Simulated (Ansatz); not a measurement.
# SiNi (rocksalt type): the cost of one run

Computed with Ansatz 0.2.0 (DFT PBEsol, with the methods named in each step, unless a step's input says otherwise).

1 further run of the same task is left out (it didn't finish).

## Step 1: The system as given

Symmetry: Fm-3m, No. 225, cubic system. The conventional cell has a = 4.605 Å, b = 4.605 Å, c = 4.605 Å, α = 90.00°, β = 90.00°, γ = 90.00°. Ni (site symmetry m-3m) is surrounded by 6 Si at 2.30 Å. Si (site symmetry m-3m) has 6 Ni at 2.30 Å as nearest neighbours.

As a file:

```
CELL_PARAMETERS angstrom
0.00000 2.30249 2.30249
2.30249 0.00000 2.30249
2.30249 2.30249 0.00000
ATOMIC_POSITIONS crystal
Ni 0.00000 0.00000 0.00000
Si 0.50000 0.50000 0.50000
```

Whether this phase is the stable one at these pressures isn't tested.

Atoms are numbered in the order of the input: Ni1, Si2.

## Step 2: Cell relaxed at zero pressure, PAW

Contents of input.yaml:

```yaml
crystal:
  lattice:
    - [0.0, 2.3024851496, 2.3024851496]
    - [2.3024851496, 0.0, 2.3024851496]
    - [2.3024851496, 2.3024851496, 0.0]
  atoms:
    - { symbol: Ni, position: [0.0, 0.0, 0.0] }
    - { symbol: Si, position: [0.5, 0.5, 0.5] }
kpoints:
  mp_grid: { grid: [14, 14, 14] }
scf:
  occupations: { method: fermi_dirac, width: 0.08 }
hamiltonian:
  xc: pbesol
  pseudopotentials: { kind: paw }
output:
  forces: true
  stress: true
relax:
  f_tol: 0.005
  max_steps: 40
  cell: {}
```

Started as:

```
> ansatz run input.yaml --threads 1 --pin off --max-ram 2048MiB --backend cpu --events-out ev --progress --plain --runs-dir out
```

What time and memory should one allow on 1 thread of Intel Xeon 6975P-C (Granite Rapids), shared host?

About 5.2 s, with a peak of 0.4 GiB.
